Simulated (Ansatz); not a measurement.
CH8Si2Te, SMILES C[Te][SiH2][SiH3], an atomisation energy

Program: the Python package of Ansatz (0.2.0).

The script reads `ch8si2te.xyz`:
```text
12

C    -0.44730    2.10120   -0.16360
Te   -1.53120    0.95550    1.27870
Si    0.22310   -0.77070    1.16760
Si    0.34120   -1.71260   -0.84270
H     0.53400    2.35600    0.16410
H    -1.04250    3.11540   -0.32700
H    -0.41900    1.59880   -1.13350
H     0.03290   -1.78290    2.19330
H     1.56580   -0.12980    1.47910
H     0.58000   -0.70870   -1.83450
H    -1.06620   -2.30370   -1.08960
H     1.30630   -2.77370   -0.85790
```

`run_tae.py`:
```python
from collections import Counter

import ansatz as az

BASIS = "def2-TZVP"
XC = "r2SCAN"
VDW = "d3bj"


def energy_of(molecule, charge=0, unpaired=0):
    calc = (
        molecule.calculation()
        .basis(gaussian=BASIS)
        .functional(XC, dispersion=VDW)
    )
    if charge:
        calc = calc.charge(charge)
    if unpaired:
        calc = calc.spin("collinear", total=unpaired)
    return calc.run().report["free_energy_ev"]


def main() -> None:
    molecule = az.Crystal.molecule_from_extxyz("ch8si2te.xyz")

    unpaired = {"C": 2, "Te": 2, "Si": 2, "H": 1}
    counts = Counter(site.symbol for site in molecule.cartesian_sites)
    atom_energy = {s: energy_of(az.Crystal.molecule().atom(s, (0, 0, 0)), 0, unpaired[s]) for s in counts}
    whole = energy_of(molecule, 0, 0)
    for s, e in atom_energy.items():
        print(f"{s:2s} x{counts[s]}  {e:14.5f} eV")
    print(f"CH8Si2Te: {whole:.5f} eV")
    split = sum(counts[s] * e for s, e in atom_energy.items()) - whole
    print(f"atomisation energy (no zero-point term): {23.060548 * split:.1f} kcal/mol, {split / sum(counts.values()):.3f} eV an atom")


if __name__ == "__main__":
    main()
```

Running `python run_tae.py` prints:
```text
DeckWarning: the engine holds no damping parameters fitted to this dispersion correction and functional, so the run takes those fitted to r2scan beside the three-body term, which d3bj leaves out (hamiltonian.dispersion, under Limitations)
C  x1     -1029.48623 eV
Te x1     -7295.05466 eV
Si x2     -7873.37530 eV
H  x8       -13.60370 eV
CH8Si2Te: -24217.62785 eV
atomisation energy (no zero-point term): 864.9 kcal/mol, 3.126 eV an atom
```
(Warnings from the package without file and line.)

864.9 kcal/mol from the electronic energies, without the zero-point term.

What to keep in mind:
- Total energies depend on the basis set; only differences at equal settings carry meaning.
- The geometry is a force-field or estimated start, not a minimum of this method, and the basis set is short of its limit. All parts are taken at fixed geometry, without zero-point energy.
- def2 sets replace the cores of elements past krypton by effective core potentials.
- The spin-orbit lowering of heavy atoms is left out.
- A dispersion term here runs with damping parameters fitted for another variant or functional.
- Wall time of the script: 23 s on 1 thread of Arm Neoverse V1 (shared host), peak memory 0.35 GiB.
